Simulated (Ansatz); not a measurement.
# Li: the cost of one run

Method: DFT PBE, scalar-relativistic, plane waves, PAW, in Ansatz 0.2.0.

### Step 1. The structure to begin with

Symmetry: Im-3m, No. 229, cubic system. Conventional cell: a = 3.470 Å, b = 3.470 Å, c = 3.470 Å, α = 90.00°, β = 90.00°, γ = 90.00°. Li (site symmetry m-3m) is surrounded by 8 Li at 3.01 Å.

Structure file:

```
Li
1.0
     3.47000    0.00000    0.00000
     0.00000    3.47000    0.00000
     0.00000    0.00000    3.47000
Li
2
Direct
  0.00000 0.00000 0.00000
  0.50000 0.50000 0.50000
```

### Step 2. Relaxing cell and atoms: Li, no spin

input.yaml reads:

```yaml
crystal:
  lattice:
    - [3.47, 0.0, 0.0]
    - [0.0, 3.47, 0.0]
    - [0.0, 0.0, 3.47]
  atoms:
    - { symbol: Li, position: [0.0, 0.0, 0.0] }
    - { symbol: Li, position: [0.5, 0.5, 0.5] }
scf:
  occupations: { method: methfessel_paxton, width: 0.1 }
output:
  forces: true
  stress: true
  eigenvalues: true
  write_density: true
  write_potential: true
  elf: true
  volumetric_format: npy
hamiltonian:
  xc: pbe
kpoints:
  mp_grid: { grid: [20, 20, 20] }
relax:
  f_tol: 0.005
  cell: { stress_tol: 0.02 }
```

Run with:

```sh
$ ansatz run input.yaml --threads 4 --pin off --max-ram 14336MiB --backend cpu --events-out ev --progress --plain --runs-dir out
```

Q: Estimate wall time and peak memory on 4 threads of Arm Neoverse V1, shared host.

About 5.5 s, with a peak of 0.4 GiB.
